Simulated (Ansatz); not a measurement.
# C (bcc type): a single-point run

Wanted: a converged single-point run for C (bcc type), and a check of what comes out.

Method: DFT, LDA, PAW with Ansatz's default frozen-core files, scalar-relativistic, in Ansatz 0.2.0.

1 further run of the same task is left out (set aside as unsound or not needed). Runs told in other sessions of the task aren't counted.

### Step 1. Starting point

It takes space group Im-3m (No. 229, cubic). The conventional cell has a = 1.783 Å, b = 1.783 Å, c = 1.783 Å, α = 90.00°, β = 90.00°, γ = 90.00°. C (site symmetry m-3m) is surrounded by 8 C at 1.54 Å.

Coordinates:

```
C
1.0
    -0.89168    0.89168    0.89168
     0.89168   -0.89168    0.89168
     0.89168    0.89168   -0.89168
C
1
Direct
  0.00000 0.00000 0.00000
```

### Step 2. The calculation

input.yaml reads:

```yaml
crystal:
  lattice:
    - [-0.8916841348, 0.8916841348, 0.8916841348]
    - [0.8916841348, -0.8916841348, 0.8916841348]
    - [0.8916841348, 0.8916841348, -0.8916841348]
  atoms:
    - { symbol: C, position: [0.0, 0.0, 0.0] }
kpoints:
  mp_grid: { grid: [1, 1, 1] }
scf:
  occupations: { method: fermi_dirac, width: 0.1 }
  max_iter: 60
hamiltonian:
  xc: lda
  pseudopotentials: { kind: paw }
output:
  forces: true
  stress: true
  eigenvalues: true
basis:
  ecutwfc: 250
```

Started as:

```bash
> ansatz run input.yaml --threads 1 --pin off --max-ram 2048MiB --backend cpu --events-out ev --progress --plain --runs-dir out
```

**Question.** How will this run end, and is anything wrong with its input?

This run ends as converged, with warnings (cutoff below recommended). It gives a pressure of 2814 GPa, which is large; a structure far from rest gives such values too, whatever the setting.

The suspect setting: kpoints.mp_grid.grid is [1, 1, 1]. One k-point can't sample the Brillouin zone of so small a cell.

The test: set kpoints.mp_grid.grid to [22, 22, 22].
